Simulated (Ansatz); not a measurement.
# Ir3Rh2: the cost of one run

Method: DFT PBE, scalar-relativistic, plane waves, PAW, in Ansatz 0.2.0.

### 1 The starting structure

It takes space group I4/mmm (No. 139, tetragonal). Conventional cell: a = 2.702 Å, b = 2.702 Å, c = 19.109 Å, α = 90.00°, β = 90.00°, γ = 90.00°. Ir (site symmetry 4mm) is surrounded by 8 Ir at 2.70 Å and 4 Rh at 2.70 Å. Ir (site symmetry 4/mmm) is surrounded by 12 Ir at 2.70 Å. Rh (site symmetry 4mm) has 8 Rh at 2.70 Å and 4 Ir at 2.70 Å in its first shell of neighbours.

As a file:

```xyz
5
Lattice="-1.3512 1.3512 9.5544 1.3512 -1.3512 9.5544 1.3512 1.3512 -9.5544" Properties=species:S:1:pos:R:3 pbc="T T T"
Ir    0.0000    0.0000   17.1980
Ir    0.0000    0.0000    1.9109
Ir    0.0000    0.0000    9.5544
Rh    0.0000    0.0000    5.7327
Rh    0.0000    0.0000   13.3762
```

The start is an ordering of an alloy on its end members' structure types: elements ordered on the sites of the Tc type, Rh/Ir on Tc (I4/mmm, No. 139).

### 2 Probe: one point on a coarse mesh

Input file input.yaml:

```yaml
crystal:
  lattice:
    - [-1.35120123, 1.35120123, 9.55443553]
    - [1.35120123, -1.35120123, 9.55443553]
    - [1.35120123, 1.35120123, -9.55443553]
  atoms:
    - { symbol: Ir, position: [0.9, 0.9, 0.0] }
    - { symbol: Ir, position: [0.1, 0.1, 0.0] }
    - { symbol: Ir, position: [0.5, 0.5, 0.0] }
    - { symbol: Rh, position: [0.3, 0.3, 0.0] }
    - { symbol: Rh, position: [0.7, 0.7, 0.0] }
basis:
  ecutwfc: 420
kpoints:
  mp_grid: { grid: [8, 8, 8] }
hamiltonian:
  xc: pbe
scf:
  occupations: { method: gaussian, width: 0.1 }
  lower_state_search: "off"
output:
  forces: true
  stress: true
  eigenvalues: true
```

The run is started by

```
$ ansatz run input.yaml --threads 4 --pin off --max-ram 8192MiB --backend cpu --events-out ev --progress --plain --runs-dir out
```

**Question.** How long does this run take on 4 threads of Intel Xeon at 2.50GHz (Skylake/Cascade Lake), shared host, and how much memory does it need?

About 5.5 s, with a peak of 0.52 GiB.
